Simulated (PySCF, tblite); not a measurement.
# C5H10BrNSi: geometry, infrared bands and NMR shifts

What infrared bands and NMR shifts should C5H10BrNSi (`C#C[Si@](C)(Br)N(C)C`) show?

Programs: tblite 0.8.0 and PySCF 2.14.0, with density-fitted response routines of our own. Each step states its level of theory. These are calculated values for one molecule in the gas phase, unless marked as measured. Atoms count from 0, in the outputs and in this text.

## (1) The starting structure

18 atoms, charge 0, multiplicity 1; geometry from: force field or distance geometry start.

Bonds of the start (Å): C0–C1 1.22, C1–Si2 1.86, Si2–C3 1.85, Si2–Br4 2.22, Si2–N5 1.75, N5–C6 1.47, N5–C7 1.46, C0–H8 1.07, C3–H9 1.10, C3–H10 1.09, C3–H11 1.08, C6–H12 1.10, C6–H13 1.10, C6–H14 1.10, C7–H15 1.09, C7–H16 1.10, C7–H17 1.11.

## (2) Geometry optimisation with GFN2-xTB

The job: settings as JSON, then the geometry in Å.

```
{"job": {"kind": "relax", "xc": "GFN2-xTB", "basis": "xTB"}, "charge": 0, "multiplicity": 1}
C      2.277900    -0.661700     2.471300
C      1.693700    -0.242100     1.489200
Si     0.813000     0.394900    -0.015000
C      1.701300    -0.031300    -1.585700
Br     0.696500     2.607800     0.145400
N     -0.831300    -0.197300    -0.046000
C     -1.658300    -0.144300     1.165000
C     -1.690300     0.045100    -1.200100
H      2.778200    -1.026700     3.339000
H      1.717600    -1.123600    -1.725800
H      2.736400     0.307400    -1.547000
H      1.226800     0.409300    -2.454000
H     -2.542900    -0.794800     1.081400
H     -1.113500    -0.514000     2.046200
H     -2.009300     0.879800     1.381500
H     -1.182700    -0.176500    -2.134200
H     -2.049400     1.080700    -1.237000
H     -2.572400    -0.626500    -1.185800
```

The run is started by

```bash
$ OMP_NUM_THREADS=1 python probes_run.py task.json out
```

The driver reads the jobs from task.json and runs them one after another.

**Question.** This job is followed by: GFN2-xTB harmonic vibrations, gas phase; GIAO PBE0/pcSseg-1 NMR shielding, non-relativistic, gas phase. What will the session give for the following? strongest single infrared mode (GFN2-xTB); zero-point energy (GFN2-xTB); 13C shifts against TMS (PBE0/pcSseg-1, means over atoms taken as alike); 1H shifts against TMS (PBE0/pcSseg-1, means over atoms taken as alike); 29Si shifts against TMS (PBE0/pcSseg-1); 79Br shifts against HBr (PBE0/pcSseg-1); 15N shifts against NH3 (PBE0/pcSseg-1).

**Answer**, as computed:

| quantity | value |
| --- | --- |
| strongest single infrared mode (GFN2-xTB) | 836 cm⁻¹, 141 km/mol |
| zero-point energy (GFN2-xTB) | 86.8 kcal/mol |
| 13C shifts against TMS (PBE0/pcSseg-1, means over atoms taken as alike) | 102.8, 90.0, 39.3, 5.1 ppm |
| 1H shifts against TMS (PBE0/pcSseg-1, means over atoms taken as alike) | 2.68, 2.12, 0.64 ppm |
| 29Si shifts against TMS (PBE0/pcSseg-1) | -10.6 ppm |
| 79Br shifts against HBr (PBE0/pcSseg-1) | 129 ppm |
| 15N shifts against NH3 (PBE0/pcSseg-1) | 46.6 ppm |

**Reading.** Over 110 steps the energy fell by 0.179 eV; of the close pairs, Si2–Br4 changed most, 2.222 to 2.265 Å. No mode is imaginary among the 48: a minimum at this level. The strongest single mode, at 836 cm⁻¹, is carried by H11, H9, C3, Si2. GFN2-xTB is a fitted tight-binding method: band positions and strengths are rough. Its intensities can rank the bands wrongly. The most deshielded hydrogen is H12, H13, H14, H15, H16, H17 (mean) (hydrogen on a methyl carbon bonded to N), at 2.68 ppm: its carbon carries N, an electronegative neighbour. At PBE0/pcSseg-1: Shielding is most anisotropic at Br4 (span 632 ppm, paramagnetic term -634 ppm). Spin-orbit coupling is left out, which matters for shieldings and couplings at and beside the heavy atoms.
